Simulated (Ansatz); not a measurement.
**Si5P13: melt and quench**

Aim: for Si5P13, make an amorphous cell by melting and quenching in short dynamics.

Program: Ansatz 0.2.0. Level of theory: DFT PBE, scalar-relativistic, plane waves, PAW. These are calculated values, not measurements.

### 1 The starting structure

The cell holds 18 atoms (P13Si5): a = 7.050 Å, b = 7.051 Å, c = 7.040 Å, α = 90.50°, β = 87.18°, γ = 89.28°.

It is the last frame of an earlier stage of the same melt, run at 2160 K.

Coordinates:

```xyz
18
Lattice="7.0479 0.0446 0.1734 0.0446 7.0511 -0.0313 0.1734 -0.0313 7.0376" Properties=species:S:1:pos:R:3 pbc="T T T"
Si    5.7382    3.1001    4.1127
Si    3.2283    4.3550    0.4359
Si    6.8025    3.6203    0.9872
Si    3.6196    2.9505    5.4472
Si    4.6810    4.9855    3.2809
P     5.7832    6.7518    5.7712
P     5.6993    0.1188    3.6877
P     3.6877    1.1614    3.0599
P     4.1035    6.3358    1.4450
P     1.8295    1.4238    4.5959
P     0.5687    5.7068    4.9686
P     2.0407    6.8891    6.2318
P     4.7033    3.1797    1.8390
P     7.0413    5.6251    2.5108
P     0.6319    3.4592    5.5530
P     4.5212    1.6626    0.1823
P     1.6130    3.6294    1.8734
P     6.7231    1.3491    6.5965
```

### 2 Langevin stage at 1200 K

One k point, a Fermi-Dirac width of 0.103 eV and a fixed cell.

File input.yaml:

```yaml
crystal:
  lattice:
    - [7.047923, 0.044647, 0.173393]
    - [0.044647, 7.051142, -0.031276]
    - [0.173393, -0.031276, 7.03759]
  atoms:
    - { symbol: Si, position: [0.7974554795, 0.437118097, 0.5666896468] }
    - { symbol: Si, position: [0.4528417216, 0.6150052945, 0.0535214002] }
    - { symbol: Si, position: [0.9590396443, 0.5078941483, 0.1188980266] }
    - { symbol: Si, position: [0.4921248153, 0.4187165814, 0.7637542617] }
    - { symbol: Si, position: [0.6485450415, 0.7049545186, 0.4533535353] }
    - { symbol: P, position: [0.7946988244, 0.9560832219, 0.8047247897] }
    - { symbol: P, position: [0.796145683, 0.0140498302, 0.504441383] }
    - { symbol: P, position: [0.5117937123, 0.1633485361, 0.4229159867] }
    - { symbol: P, position: [0.5717548904, 0.8957941145, 0.1952130831] }
    - { symbol: P, position: [0.2423476176, 0.2032697057, 0.6479758887] }
    - { symbol: P, position: [0.0581294184, 0.8121187541, 0.7081861866] }
    - { symbol: P, position: [0.2616153768, 0.9792802042, 0.8834066685] }
    - { symbol: P, position: [0.6584188708, 0.4478763323, 0.2470734004] }
    - { symbol: P, position: [0.9857658628, 0.7930090172, 0.3360044383] }
    - { symbol: P, position: [0.0671018556, 0.4936621243, 0.7895905959] }
    - { symbol: P, position: [0.639744932, 0.2317927868, 0.0111673238] }
    - { symbol: P, position: [0.2191235924, 0.5144999704, 0.2630922781] }
    - { symbol: P, position: [0.9302011948, 0.1894985646, 0.9152425034] }
  symmetry: { detect: false }
basis:
  ecutwfc: 420
  xc_grid: 1
kpoints:
  mp_grid: { grid: [1, 1, 1], shift: [0.25, 0.25, 0.25] }
hamiltonian:
  xc: pbe
scf:
  occupations: { method: fermi_dirac, width: 0.1034 }
  lower_state_search: "off"
  convergence: { dr2_threshold: 1.0e-05 }
output:
  forces: true
  stress: true
md:
  timestep: 3.0
  n_steps: 250
  ensemble: nvt_langevin
  friction: 0.03
  temperature: 1200.0
  initial_velocities: maxwell_boltzmann
  seed: 15280
```

The run is started by

```
> ansatz run input.yaml --threads 2 --pin off --max-ram 5120MiB --backend cpu --events-out ev --progress --plain --runs-dir out
```

The program printed (excerpt; [...] marks lines left out):

```text
Warning: scf.convergence.dr2_threshold = 1e-5 eV is looser than this run's default, which is 1e-7 eV or tighter. The error in the forces grows as the threshold's square root, so leave the key out unless less accurate forces are enough
Warning: output.stress: scf.convergence.dr2_threshold = 1e-5 eV is looser than the 1.8e-9 eV advised for a printed stress (1e-10 eV for each atom of the cell: 18). What an SCF threshold leaves in a stress goes as its square root, and in the free energy as the threshold itself, and one [...]
Warning: RAYON_NUM_THREADS=2 ignored (pool sized by the plan → 2); use --threads N
[...]
Pseudopotentials: kind: paw
Pseudopotential: Si, paw, valence charge 4, recommended cutoff 420 eV (normal), Si.paw.azcp
Pseudopotential: P, paw, valence charge 5, recommended cutoff 420 eV (normal), P.paw.azcp
Functional definition: PBE
[...]
Crystal: 18 atoms, lattice volume = 349.506 Å³
Basis set: ecut = 420 eV, 6855 PW (Γ)
Bands: 61, of which v1, the nominal top of the filled ones, is band 43 counted from 1 (42 counted from 0)
Symmetry: 1 space group operations
k-points: 1
[...]
SCF iter   1: F=—  HF=-12994.815774 eV  |F-HF|=—  |Δ(HF+E_count)|=         —  Δρ=8.71e-3  dr2=6.53e-1  ethr=1.77e-3  ⟨swp⟩=10.0  Hψ=388  notcnv=0
[...]
md step     0: t =     0.00 fs  T =  1133.3 K  F+E_penalty+E_count = -12994.68383707 eV  E_kin = 2.636904 eV  P_inst = 2.8483 GPa  (6 SCF iters)
[...]
md step    10: t =    30.00 fs  T =  1289.4 K  F+E_penalty+E_count = -12994.74774288 eV  E_kin = 2.999942 eV  P_inst = 4.0139 GPa  (6 SCF iters)
[...]
md step    20: t =    60.00 fs  T =  1665.6 K  F+E_penalty+E_count = -12996.49562918 eV  E_kin = 3.875297 eV  P_inst = 0.7046 GPa  (6 SCF iters)
[...]
md step    30: t =    90.00 fs  T =  1380.0 K  F+E_penalty+E_count = -12996.37713700 eV  E_kin = 3.210764 eV  P_inst = 2.5063 GPa  (6 SCF iters)
[...]
md step    39: t =   117.00 fs  T =  1008.1 K  F+E_penalty+E_count = -12997.25038662 eV  E_kin = 2.345605 eV  P_inst = 1.4328 GPa  (4 SCF iters)
md step    40: t =   120.00 fs  T =  1143.3 K  F+E_penalty+E_count = -12997.21049223 eV  E_kin = 2.660019 eV  P_inst = 1.5037 GPa  (6 SCF iters)
```

### 3 The output, continued: Langevin dynamics at 1200 K from the last frame before

The log, continued (excerpt; [...] marks lines left out):

```text
md step    41: t =   123.00 fs  T =  1148.8 K  F+E_penalty+E_count = -12997.15754330 eV  E_kin = 2.672914 eV  P_inst = 1.4932 GPa  (4 SCF iters)
[...]
md step    70: t =   210.00 fs  T =  1012.2 K  F+E_penalty+E_count = -12997.29081183 eV  E_kin = 2.355176 eV  P_inst = 0.7736 GPa  (6 SCF iters)
[...]
md step    99: t =   297.00 fs  T =  1201.8 K  F+E_penalty+E_count = -12997.05280744 eV  E_kin = 2.796093 eV  P_inst = -0.0065 GPa  (3 SCF iters)
[...]
md step   128: t =   384.00 fs  T =  1332.0 K  F+E_penalty+E_count = -12997.35520102 eV  E_kin = 3.099092 eV  P_inst = 1.3822 GPa  (4 SCF iters)
[...]
md step   157: t =   471.00 fs  T =  1289.1 K  F+E_penalty+E_count = -12996.80141712 eV  E_kin = 2.999312 eV  P_inst = 1.8415 GPa  (4 SCF iters)
md step   158: t =   474.00 fs  T =  1546.7 K  F+E_penalty+E_count = -12996.66389888 eV  E_kin = 3.598767 eV  P_inst = 2.0679 GPa  (4 SCF iters)
md step   159: t =   477.00 fs  T =  1240.0 K  F+E_penalty+E_count = -12996.66793816 eV  E_kin = 2.885128 eV  P_inst = 1.6185 GPa  (4 SCF iters)
```

### 4 More of the same log: Langevin dynamics at 1200 K from the last frame before

The log, continued (excerpt; [...] marks lines left out):

```text
md step   160: t =   480.00 fs  T =  1279.3 K  F+E_penalty+E_count = -12996.79488422 eV  E_kin = 2.976607 eV  P_inst = 1.3046 GPa  (6 SCF iters)
[...]
md step   182: t =   546.00 fs  T =  1728.0 K  F+E_penalty+E_count = -12997.54744909 eV  E_kin = 4.020422 eV  P_inst = -0.1233 GPa  (4 SCF iters)
[...]
md step   204: t =   612.00 fs  T =  1356.3 K  F+E_penalty+E_count = -12996.31296728 eV  E_kin = 3.155670 eV  P_inst = 2.5478 GPa  (4 SCF iters)
[...]
md step   226: t =   678.00 fs  T =  1082.9 K  F+E_penalty+E_count = -12995.87343708 eV  E_kin = 2.519658 eV  P_inst = -0.2988 GPa  (4 SCF iters)
[...]
md step   248: t =   744.00 fs  T =   924.3 K  F+E_penalty+E_count = -12996.74947894 eV  E_kin = 2.150438 eV  P_inst = -0.6169 GPa  (4 SCF iters)
md step   249: t =   747.00 fs  T =  1057.1 K  F+E_penalty+E_count = -12996.69699860 eV  E_kin = 2.459569 eV  P_inst = -0.4859 GPa  (4 SCF iters)
[...]
SCF converged after 5 iterations
Free energy (F): -12996.600846 eV
[...]
E sigma→0 (E₀):  -12996.481422 eV
Entropy (-TS):   -0.238847 eV (-13.269 meV/atom)
Fermi energy:    7.127468 eV
[...]
--- Forces (eV/Å), atoms counted from 1 ---
  atom   1  Si    -0.76836573    -2.10254927     0.46753233
  atom   2  Si     1.19899252     0.36678339    -0.92772764
  atom   3  Si    -0.71753731    -0.27235454    -0.18757586
  atom   4  Si     0.92868669    -0.05333037    -0.15036041
  atom   5  Si    -1.11619198     1.36345718    -0.50647351
  atom   6  P     -0.24906524    -0.72914287    -0.24536986
  atom   7  P      0.87136260     1.20016125     1.09900304
  atom   8  P     -0.22537809     0.00582734     0.19108103
[...]
--- Stress (GPa, compression-positive) ---
       -1.828733      -1.001244       2.803475
       -1.001244      -0.176219       0.550069
        2.803475       0.550069      -1.794690
  P = ⅓ Tr σ = -1.2665 GPa (-12.665 kbar)
--- MD trajectory: 250 steps, t = 0.0 → 750.0 fs ---
  final state: T = 1276.2 K   F+E_penalty+E_count = -12996.60084584 eV   E_kin = 2.969301 eV
```

Run time: 4.8 min. Hardware: 2 threads of Arm Neoverse V1, shared host; peak memory 0.42 GiB.

### 5 The trajectory

One step in 10; energies are changes from step 0; msd is the mean square displacement from the start, the centre of mass held:

```
time (fs)  T (K)  potential energy change (meV/atom)  pressure (GPa)  msd Si (Å²)  msd P (Å²)
      0.0   1133                                 0.0             2.8        0.000       0.000
     30.0   1289                                -3.6             4.0        0.025       0.070
     60.0   1666                              -100.7             0.7        0.092       0.153
     90.0   1380                               -94.1             2.5        0.137       0.241
    120.0   1143                              -140.4             1.5        0.169       0.331
    150.0    772                              -113.0             2.0        0.317       0.428
    180.0    958                              -136.1             1.3        0.317       0.555
    210.0   1012                              -144.8             0.8        0.252       0.612
    240.0   1835                              -119.3            -0.6        0.307       0.549
    270.0   1235                              -107.6            -0.4        0.415       0.580
    300.0   1377                              -141.2             0.0        0.450       0.534
    330.0   1181                              -171.0             0.1        0.460       0.479
    360.0   1029                              -115.5             0.0        0.573       0.408
    390.0   1352                              -150.7             1.1        0.707       0.400
    420.0   1111                              -144.6             0.3        0.626       0.383
    450.0   1331                              -151.9             1.8        0.611       0.451
    480.0   1279                              -117.3             1.3        0.640       0.446
    510.0   1452                              -131.5             1.5        0.632       0.456
    540.0   1872                              -156.3             0.7        0.679       0.588
    570.0   1350                              -156.1            -1.4        0.842       0.722
    600.0   1160                              -100.0             2.9        1.152       0.876
    630.0   1147                               -65.1             0.3        1.362       1.122
    660.0    926                               -96.7            -2.3        1.295       1.132
    690.0   1272                               -90.0            -1.2        1.191       1.025
    720.0    908                              -125.5            -1.4        1.003       1.009
    750.0   1276                              -106.5            -0.4        1.004       1.023
```

time (fs), T (K) and a bar:
```
      0.0       1133 ########
     33.0       1474 ####################
     66.0       1433 ###################
     99.0       1518 ######################
    129.0       1165 #########
    162.0       1214 ###########
    195.0       1008 ####
    228.0       1480 #####################
    261.0       1196 ###########
    294.0       1081 ######
    327.0       1242 ############
    360.0       1029 #####
    390.0       1352 ################
    423.0       1062 ######
    456.0       1291 ##############
    489.0       1119 ########
    522.0       1745 ##############################
    555.0       1370 #################
    588.0       1266 #############
    621.0       1425 ###################
    651.0        984 ###
    684.0        899 
    717.0       1185 ##########
    750.0       1276 #############
```

Bonds that form or break, judged by distance (formed within 1.15 times the sum of covalent radii and held on average over 12 fs, broken when stretched by half; pairs already stretched at the start don't count as bonds):

```
time (fs)     bond   event
     69.0   Si1–P7   forms
    114.0  Si1–P13  breaks
    123.0  Si3–P18   forms
    126.0   P6–P16  breaks
    129.0   Si5–P6   forms
    147.0   P9–P14   forms
    156.0  P16–P18  breaks
    168.0   Si5–P7  breaks
    231.0   P7–P14  breaks
    237.0   P8–P16   forms
    252.0  P12–P16   forms
    285.0  Si4–P15   forms
    285.0  Si5–P11   forms
    294.0  P15–P18  breaks
```

12 more events follow.

Pair distribution over the second half of the run:

```
r (Å)  g P–P  g Si–P  g Si–Si
 0.68   0.00    0.00     0.00
 0.84   0.00    0.00     0.00
 1.00   0.00    0.00     0.00
 1.16   0.00    0.00     0.00
 1.32   0.00    0.00     0.00
 1.48   0.00    0.00     0.00
 1.64   0.00    0.00     0.00
 1.80   0.00    0.00     0.00
 1.96   0.14    0.02     0.00
 2.12   1.38    0.97     0.03
 2.28   2.15    3.09     0.79
 2.44   1.20    2.14     2.29
 2.60   0.69    1.11     2.12
 2.76   0.71    0.51     0.89
 2.92   0.83    0.47     0.88
 3.08   1.20    0.82     1.35
 3.24   1.27    1.08     1.85
 3.40   1.28    1.31     1.32
```

First peaks of g(r) (not always the tallest), and, where a minimum follows, the mean number of second-named atoms round a first-named one up to the next minimum:

```
 pair  peak (Å)  height  minimum (Å)  neighbours
  P–P      2.28     2.1         2.68         2.1
 Si–P      2.28     3.1         2.84         3.4
Si–Si      2.52     2.3         2.84         0.9
```

### 6 Positions and forces

Extended XYZ, with forces in eV/Å:

```xyz
18
Lattice="7.048 0.045 0.173 0.045 7.051 -0.031 0.173 -0.031 7.038" Properties=species:S:1:pos:R:3:forces:R:3 pbc="T T T" time_fs=126.0 T=1077 dE=-2.4334
Si    5.557    3.029    4.613    0.204   -0.842   -0.404
Si    3.261    4.322    0.121   -1.824    1.290    0.444
Si    6.848    3.330    0.630    0.350   -0.655   -1.206
Si    3.191    2.674    5.456    2.767    2.036    1.569
Si    5.072    4.887    3.164    0.393    0.404   -0.268
P     5.362    6.475    4.985    1.078   -0.060    0.206
P     6.054    0.788    3.488   -1.155    1.433    0.317
P     3.802    1.012    2.880    0.276    0.328    0.466
P     3.130    6.240    1.989    0.325   -1.232    0.037
P     2.091    1.430    4.252   -0.822   -2.606   -1.742
P     0.600    5.595    4.723   -0.959    1.182    0.205
P     1.822    7.048    6.145    0.058    0.718   -0.520
P     4.749    3.322    1.358    0.483   -1.069    0.845
P     7.667    5.777    2.726    0.391   -0.336   -0.837
P     0.776    3.517    5.371   -1.901    0.152    0.242
P     3.798    1.411    0.165    0.324    0.241   -0.396
P     1.464    3.768    1.757    0.796   -0.139    0.727
P     7.001    1.140    6.782   -0.781   -0.848    0.315
18
Lattice="7.048 0.045 0.173 0.045 7.051 -0.031 0.173 -0.031 7.038" Properties=species:S:1:pos:R:3:forces:R:3 pbc="T T T" time_fs=249.0 T=1337 dE=-1.6118
Si    5.325    3.301    4.733    3.821    0.660   -1.450
Si    3.166    4.645    0.474   -0.451   -1.778   -0.606
Si    6.733    2.963    0.746    0.081    0.847    1.197
Si    3.369    2.931    5.366   -3.477   -0.105    2.743
Si    5.375    5.290    3.403    0.272   -1.281   -0.578
P     5.587    6.827    5.123    0.787    0.726    0.268
P     5.816    1.353    3.546   -0.277   -0.010   -0.436
P     3.656    1.072    2.507    0.305    0.285    1.229
P     3.344    5.909    2.280   -0.646    1.027    0.773
P     2.402    1.141    4.457   -0.414   -0.364   -0.034
P     0.607    5.904    4.429   -0.338   -0.262    0.343
P     2.166    6.942    6.484   -0.484    1.242   -0.264
P     4.694    3.406    1.841    0.588   -0.049   -1.019
P     7.838    6.083    2.271    0.387   -2.185    1.442
P     0.468    3.422    5.525   -0.092    0.460   -0.459
P     3.653    1.398    0.275   -0.328    0.099   -1.367
P     1.153    3.616    2.294   -0.048    1.138   -1.683
P     7.086    0.816    6.945    0.317   -0.452   -0.100
18
Lattice="7.048 0.045 0.173 0.045 7.051 -0.031 0.173 -0.031 7.038" Properties=species:S:1:pos:R:3:forces:R:3 pbc="T T T" time_fs=375.0 T=1582 dE=-2.6812
Si    5.350    3.307    4.936    0.494    0.551   -0.330
Si    3.311    3.953    0.274   -0.414    0.375    1.749
Si    7.036    2.974    0.793   -0.381    1.734   -1.204
Si    2.984    3.328    5.095   -0.946    0.005    0.117
Si    5.662    4.999    3.116   -1.484   -0.187    0.674
P     5.454    6.950    5.542    1.004    0.318   -1.128
P     5.814    1.351    3.806    0.638   -0.782    0.623
P     3.901    1.047    2.917   -0.945   -0.687   -0.221
P     3.730    5.942    2.310    0.187   -0.165   -0.033
P     2.158    1.257    4.297   -0.256    0.805   -0.230
P     0.588    6.127    4.824   -1.038   -1.393   -1.628
P     2.014    7.133    6.157    0.703    0.367    0.720
P     5.103    3.190    1.828   -0.807    0.397   -0.394
P     7.716    5.646    2.539    1.589   -0.473    0.900
P     0.379    4.077    5.605    0.453   -1.550    0.113
P     4.088    1.725   -0.219    0.135    0.507    0.011
P     1.589    3.281    1.997    1.241    1.747    0.661
P     7.023    0.988    6.984   -0.174   -1.568   -0.400
18
Lattice="7.048 0.045 0.173 0.045 7.051 -0.031 0.173 -0.031 7.038" Properties=species:S:1:pos:R:3:forces:R:3 pbc="T T T" time_fs=501.0 T=1693 dE=-2.1299
Si    5.828    2.682    4.628   -1.942   -0.448   -0.877
Si    3.018    4.162    0.567    0.439    0.782   -0.328
Si    7.277    2.748    0.599   -0.244    1.464   -0.627
Si    3.007    3.273    4.809   -0.655    0.613    0.103
Si    5.481    4.666    3.038    0.193   -0.176    0.595
P     5.734    6.567    5.112   -1.832    0.221    0.154
P     6.070    0.631    3.305   -0.183    1.632    0.751
P     3.929    0.948    2.721   -0.723    0.425    0.283
P     3.857    5.961    2.164   -0.902   -1.543   -0.301
P     2.050    1.243    4.076    0.677   -0.223   -0.391
P     0.611    5.748    4.892    1.342   -0.211   -1.464
P     2.155    7.010    5.917   -0.785    0.296    0.507
P     5.163    3.184    1.253   -1.050    0.321   -0.023
P     7.873    5.793    2.784   -0.132    0.922    0.211
P     0.490    3.670    5.195    2.629   -1.039    2.908
P     4.103    2.042   -0.706    0.821   -0.606    0.024
P     1.257    3.685    2.287    1.039   -1.766   -0.681
P     6.907    0.637    7.023    1.310   -0.663   -0.843
18
Lattice="7.048 0.045 0.173 0.045 7.051 -0.031 0.173 -0.031 7.038" Properties=species:S:1:pos:R:3:forces:R:3 pbc="T T T" time_fs=624.0 T=1442 dE=-1.6972
Si    6.097    3.041    4.777   -0.906   -0.798   -0.386
Si    3.075    4.976    0.466    0.493   -0.289    0.429
Si    7.092    1.955    1.282   -0.386    1.633   -0.549
Si    2.963    3.700    5.513    1.879   -0.380   -1.118
Si    5.823    4.449    2.852   -0.617    0.589   -0.787
P     5.786    6.627    4.993   -0.652    0.416   -0.960
P     6.180    1.328    3.306   -0.573   -1.518    0.430
P     4.129    0.660    2.393   -0.060   -0.587    0.185
P     3.830    5.528    3.386    0.771   -0.141   -0.477
P     2.590    1.406    3.734   -0.034    1.151    0.509
P     0.697    5.518    4.565   -0.148   -0.224   -0.353
P     1.967    6.949    5.541    1.794    0.138    0.185
P     4.980    3.404    0.891    1.351   -1.093    0.509
P     8.109    5.571    2.585   -1.043   -0.090   -0.476
P     0.828    3.709    5.784   -1.040   -0.066    0.815
P     4.130    1.952   -1.214   -0.039    0.580    0.135
P     1.861    3.542    1.829   -0.267   -0.339    0.483
P     7.099    0.294    6.617   -0.521    1.017    1.429
18
Lattice="7.048 0.045 0.173 0.045 7.051 -0.031 0.173 -0.031 7.038" Properties=species:S:1:pos:R:3:forces:R:3 pbc="T T T" time_fs=750.0 T=1276 dE=-1.9170
Si    5.800    3.058    4.422   -0.768   -2.103    0.468
Si    3.058    4.582    0.767    1.199    0.367   -0.928
Si    7.164    2.348    1.014   -0.718   -0.272   -0.188
Si    2.799    3.665    5.222    0.929   -0.053   -0.150
Si    5.591    4.477    2.683   -1.116    1.363   -0.506
P     5.562    6.879    4.976   -0.249   -0.729   -0.245
P     5.815    0.810    2.994    0.871    1.200    1.099
P     3.780    0.631    2.212   -0.225    0.006    0.191
P     3.456    5.418    3.220    0.975    0.022   -0.697
P     2.516    1.915    3.467   -0.736   -0.424    0.329
P     0.437    5.591    4.265   -0.067    1.503   -0.049
P     1.947    6.703    5.451   -0.301    0.412    0.047
P     4.930    3.020    1.133   -0.121   -0.243   -1.186
P     7.385    6.065    2.232   -0.311   -0.533   -0.244
P     0.470    3.802    5.355    0.664   -0.975    1.121
P     4.025    1.883   -1.256    0.508    0.893    0.070
P     1.530    3.743    2.077   -1.263   -1.539    0.473
P     6.960    0.065    6.662    0.728    1.106    0.396
```

### 7 The stages side by side

Means over the second half of each stage, earlier sessions' stages included (the first, hottest stages at a lower cutoff are left out); the pressure holds its kinetic part:

```
thermostat (K)  duration (fs)  mean T (K)  mean P (GPa)  mean potential energy over the last stage (meV/atom)  largest msd at the end (Å²)  wall time
          3000            750        2736           2.4                                                   212                         9.50    5.6 min
          2160            750        1863           1.5                                                   135                         2.78      5 min
          1200            750        1249           0.3                                                     0                         1.02    4.8 min
```

### 8 Outcome

```
                                quantity                            value
                          1200 K: length                250 steps of 3 fs
1200 K: temperature, first and last step                  1133 and 1276 K
        1200 K: temperature, second half  mean 1249 K, from 713 to 1908 K
```

In words: Against a set 1200 K the second half averages 1249 K with a spread of 262 K (in equilibrium 18 atoms would scatter by about 231 K, over a far longer run). The thermostat is lowered by 1800 K within 1500 fs (some 1×10^15 K/s), far faster than any real quench. A run of 750 fs with 18 atoms shows the motion but fixes no equilibrium value.
